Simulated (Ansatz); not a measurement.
# CuO: the cost of one run

Program: Ansatz 0.2.0. Level of theory: DFT PBEsol+U (U_eff = 4 eV on Cu d), plane waves, PAW. These are calculated values, not measurements.

## (1) Starting point

It takes space group Pm-3m (No. 221, cubic). Conventional cell: a = 2.553 Å, b = 2.553 Å, c = 2.553 Å, α = 90.00°, β = 90.00°, γ = 90.00°. Around Cu (site symmetry m-3m) lie 8 O at 2.21 Å. O (site symmetry m-3m) has 8 Cu at 2.21 Å as nearest neighbours.

Coordinates:

```cif
data_structure
_symmetry_space_group_name_H-M 'Pm-3m'
_symmetry_Int_Tables_number 221
_cell_length_a 2.5526
_cell_length_b 2.5526
_cell_length_c 2.5526
_cell_angle_alpha 90.000
_cell_angle_beta 90.000
_cell_angle_gamma 90.000
_cell_volume 16.63
loop_
_atom_site_label
_atom_site_type_symbol
_atom_site_symmetry_multiplicity
_atom_site_Wyckoff_symbol
_atom_site_fract_x
_atom_site_fract_y
_atom_site_fract_z
_atom_site_occupancy
Cu1 Cu 1 a 0.00000 0.00000 0.00000 1
O1 O 1 b 0.50000 0.50000 0.50000 1
```

An earlier series on this cell reached its lowest free state from «ferromagnetic start, free, symmetry kept, no search», perhaps among other starts.

## (2) Total moment held at first, then free, 0.50 μB per cell

input.yaml reads:

```yaml
crystal:
  lattice:
    - [2.55255061, 0.0, 0.0]
    - [0.0, 2.55255061, 0.0]
    - [0.0, 0.0, 2.55255061]
  atoms:
    - { symbol: Cu, position: [0.0, 0.0, 0.0], spin: 0.5 }
    - { symbol: O, position: [0.5, 0.5, 0.5] }
basis:
  ecutwfc: 420
  ecutrho_ratio: 4
kpoints:
  mp_grid: { grid: [7, 7, 7] }
hamiltonian:
  xc: pbesol
  hubbard: { sites: [{ site: 0, l: d, u_eff: 4.0 }] }
scf:
  occupations: { method: gaussian, width: 0.05 }
  lower_state_search: "off"
  max_iter: 150
output:
  forces: true
  stress: true
  eigenvalues: true
  populations: true
  hubbard: { sites: [{ site: 0, l: d }] }
magnetization:
  spin_polarized: true
  initial_magnetization: 0.5
  spin_locking: { lock_magnetization: soft, n_iters: 6 }
```

The lock is temporary (n_iters 6) and is released on the way.

Launch:

```console
$ ansatz run input.yaml --threads 2 --pin off --max-ram 3072MiB --backend cpu --events-out ev --progress --plain --runs-dir out
```

Q: Estimate wall time and peak memory on 2 threads of Arm Neoverse V2, shared host.

About 1.4 s, with a peak of 0.27 GiB.
